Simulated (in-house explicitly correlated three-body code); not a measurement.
**Two electrons around a charge of +2.56: exact states and exact Kohn–Sham parts**

System: two electrons around a charge of +2.56. A variational three-body run gives its energies and expectation values, then the exact Kohn–Sham parts of the ground state and the errors of common functionals.

Method: two electrons, non-relativistic, variational in exponentially correlated functions. Code: in-house explicitly correlated three-body code version 1.

### Step 1. The system

* charge of the centre: +2.56
* mass of the centre: infinite
* interactions: Coulomb
* basis: 260 functions exp(−a r1 − b r2 − g r12) a state, exponent ranges optimised
* units: hartree and bohr; relativity and QED are left out

### Step 2. The run

Settings:

```ini
Z = 2.56
interaction_strength = 1.0
functions = 260
states_tried = 13
```

On the command line:

```sh
$ python run_hyl.py task.json out
```

What does the calculation give? Wanted: ground-state energy; binding of the second electron; ⟨r12⟩, ⟨cos θ12⟩; resonance line 1 ¹S–2 ¹P; polarisability of the ground state; Ts, Ex, Ec; exact less Hartree–Fock.

**Answer**, as computed:

```
                          quantity                                value
               ground-state energy                  -5.10808458 hartree
    binding of the second electron                            49.832 eV
                  ⟨r12⟩, ⟨cos θ12⟩                  1.043 bohr, -0.0508
          resonance line 1 ¹S–2 ¹P                41.659 eV, f = 0.3927
polarisability of the ground state                        0.40631 bohr³
            Ts, Ex, Ec (Kohn–Sham)  5.06937, -1.37562, -0.04301 hartree
           exact less Hartree–Fock                     -0.04298 hartree
```

In words: The second electron is bound by 49.83 eV, and the mean cosine of -0.051 shows the electrons leaning only slightly to opposite sides. The virial ratio −T/E is 1.0000000, where an exact Coulomb state gives 1. Exchange puts 2 ³S 1.40 eV under 2 ¹S. On the exact density BLYP errs least (0.0 millihartree) and LDA PW92 most (+108.6). Self-consistent top levels of the semilocal functionals lie +11.1 to +13.0 eV from minus the binding energy, the exact Kohn–Sham level.
